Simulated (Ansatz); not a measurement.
Working through a scan of one input key of Al3Ag, space group Pm-3m

Program: the Python package of Ansatz (0.2.0).

Notebook, run cell by cell (the value of a cell's last expression is shown):

In [1]:
```python
from dataclasses import dataclass

import ansatz
from pymatgen.core import Lattice, Structure
from pymatgen.io.ase import AseAtomsAdaptor
```

In [2]:
```python
@dataclass
class Options:
    xc: str = "pbesol"
    vdw: str = "D4"
    cutoff: int = 470
    smearing: str = "gaussian"
```

In [3]:
```python
cfg = Options()
```

In [4]:
```python
pmg_structure = Structure(
    Lattice([(4.081513, 0.0, 0.0), (0.0, 4.081513, 0.0), (0.0, 0.0, 4.081513)]),
    ["Al", "Al", "Al", "Ag"],
    [
        (0.0, 0.5, 0.5),
        (0.5, 0.0, 0.5),
        (0.5, 0.5, 0.0),
        (0.0, 0.0, 0.0),
    ],
)
cell = ansatz.Crystal.from_ase(AseAtomsAdaptor.get_atoms(pmg_structure))
```

In [5]:
```python
calc = (
    cell.calculation()
    .functional(cfg.xc, dispersion=cfg.vdw)
    .pseudopotentials("paw")
    .basis(cfg.cutoff)
    .kpoints(6)
    .occupations(cfg.smearing)
    .band_table()
)
typed = calc.input()
rows = []
for value in [1, 2, 3]:
    edited = typed.set(ansatz.key.basis.xc_grid, value)
    report = ansatz.Session.from_dict(edited).plan().execute().report
    rows.append((value, report["free_energy_ev"], report["n_iterations"], len(report["eigenvalues_ev"][0]) if "eigenvalues_ev" in report else 0))
print("       xc grid            F eV      iterations    bands listed")
for row in rows:
    print(f"{str(row[0]):>14s}  {row[1]:14.5f}  {row[2]:14d}  {row[3]:14d}")
print(edited.to_yaml())
```
```text
       xc grid            F eV      iterations    bands listed
             1     -9096.63808               6              18
             2     -9096.63812               6              18
             3     -9096.63812               6              18
crystal:
  lattice:
    - [4.081513, 0.0, 0.0]
    - [0.0, 4.081513, 0.0]
    - [0.0, 0.0, 4.081513]
  atoms:
    - { symbol: Al, position: [0.0, 0.5, 0.5] }
    - { symbol: Al, position: [0.5, 0.0, 0.5] }
    - { symbol: Al, position: [0.5, 0.5, 0.0] }
    - { symbol: Ag, position: [0.0, 0.0, 0.0] }
basis:
  ecutwfc: 470.0
  xc_grid: 3
kpoints:
  mp_grid:
    grid: [6, 6, 6]
hamiltonian:
  xc: pbesol
  dispersion: d4
  pseudopotentials:
    kind: paw
scf:
  occupations:
    method: gaussian
output:
  eigenvalues: true
```

Caveats:
- Total energies depend on the potentials; only differences at equal settings carry meaning. A total without «per atom» is that of the cell as typed.
- Dispersion corrections can be off by several per cent in the lattices of metals, and by several GPa in the pressure at a fixed cell.
- For a metal this k-point mesh is coarse: on a finer one energies can move by several to tens of meV an atom and pressures by half a GPa or more, differences at one mesh by less.
- This cell is a computed structure, which may not be the phase found in nature.
- The whole script took 5.5 s on 1 thread of Arm Neoverse V1 (shared host), peak memory 0.45 GiB.

(Lines on the test bed's own set-up are left out of the output.)
